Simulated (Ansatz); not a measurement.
# Ta5N6: the cost of one run

Program: Ansatz 0.2.0. Level of theory: DFT PBEsol, scalar-relativistic, plane waves, PAW. These are calculated values, not measurements.

### Step 1. The structure to begin with

It takes space group P6_3/mcm (No. 193, hexagonal). The conventional cell has a = 5.168 Å, b = 5.168 Å, c = 10.342 Å, α = 90.00°, β = 90.00°, γ = 120.00°. Around Ta (site symmetry 32) lie 6 N at 2.12 Å. Around Ta (site symmetry m2m) lie 6 N at 2.17 to 2.19 Å. Around N (site symmetry m) lie 5 Ta at 2.12 to 2.19 Å.

Coordinates:

```
CELL_PARAMETERS angstrom
5.16785 0.00000 0.00000
-2.58393 4.47549 0.00000
0.00000 0.00000 10.34198
ATOMIC_POSITIONS crystal
Ta 0.33333 0.66667 0.00000
Ta 0.66667 0.33333 0.50000
Ta 0.66667 0.33333 0.00000
Ta 0.33333 0.66667 0.50000
Ta 0.32474 0.00000 0.25000
Ta 0.32474 0.32474 0.75000
Ta 0.00000 0.32474 0.25000
Ta 0.67526 0.00000 0.75000
Ta 0.67526 0.67526 0.25000
Ta 0.00000 0.67526 0.75000
N 0.33865 0.00000 0.62205
N 0.33865 0.33865 0.12205
N 0.00000 0.33865 0.62205
N 0.66135 0.00000 0.12205
N 0.66135 0.66135 0.62205
N 0.00000 0.66135 0.12205
N 0.00000 0.66135 0.37795
N 0.66135 0.66135 0.87795
N 0.66135 0.00000 0.37795
N 0.00000 0.33865 0.87795
N 0.33865 0.33865 0.37795
N 0.33865 0.00000 0.87795
```

It is the result of an earlier relaxation at this level (volume 10.87 Å³/atom; gap on the mesh: none (metal)).

### Step 2. Volume × 0.97

input.yaml reads:

```yaml
crystal:
  lattice:
    - [5.1156505011, 0.0, 0.0]
    - [-2.5578252506, 4.4302832908, 0.0]
    - [0.0, 0.0, 10.2375049346]
  atoms:
    - { symbol: Ta, position: [0.3333333333, 0.6666666667, 0.0] }
    - { symbol: Ta, position: [0.6666666667, 0.3333333333, 0.5] }
    - { symbol: Ta, position: [0.6666666667, 0.3333333333, 0.0] }
    - { symbol: Ta, position: [0.3333333333, 0.6666666667, 0.5] }
    - { symbol: Ta, position: [0.3247443013, 0.0, 0.25] }
    - { symbol: Ta, position: [0.3247443013, 0.3247443013, 0.75] }
    - { symbol: Ta, position: [0.0, 0.3247443013, 0.25] }
    - { symbol: Ta, position: [0.6752556987, 0.0, 0.75] }
    - { symbol: Ta, position: [0.6752556987, 0.6752556987, 0.25] }
    - { symbol: Ta, position: [0.0, 0.6752556987, 0.75] }
    - { symbol: "N", position: [0.3386483866, 0.0, 0.6220534604] }
    - { symbol: "N", position: [0.3386483866, 0.3386483866, 0.1220534604] }
    - { symbol: "N", position: [0.0, 0.3386483866, 0.6220534604] }
    - { symbol: "N", position: [0.6613516134, 0.0, 0.1220534604] }
    - { symbol: "N", position: [0.6613516134, 0.6613516134, 0.6220534604] }
    - { symbol: "N", position: [0.0, 0.6613516134, 0.1220534604] }
    - { symbol: "N", position: [0.0, 0.6613516134, 0.3779465396] }
    - { symbol: "N", position: [0.6613516134, 0.6613516134, 0.8779465396] }
    - { symbol: "N", position: [0.6613516134, 0.0, 0.3779465396] }
    - { symbol: "N", position: [0.0, 0.3386483866, 0.8779465396] }
    - { symbol: "N", position: [0.3386483866, 0.3386483866, 0.3779465396] }
    - { symbol: "N", position: [0.3386483866, 0.0, 0.8779465396] }
basis:
  ecutwfc: 420
kpoints:
  mp_grid: { grid: [12, 12, 4] }
hamiltonian:
  xc: pbesol
scf:
  occupations: { method: gaussian, width: 0.1 }
output:
  forces: true
  stress: true
  eigenvalues: true
relax:
  adjacent_minimum: "off"
  f_tol: 0.01
  max_steps: 30
  cell: { stress_tol: 0.1, fix: [volume] }
```

Started as:

```
> ansatz run input.yaml --threads 4 --pin off --max-ram 10240MiB --backend cpu --events-out ev --progress --plain --runs-dir out
```

What time and memory should one allow on 4 threads of AMD EPYC (Zen 3), shared host?

About 3.3 min, with a peak of 1.7 GiB.
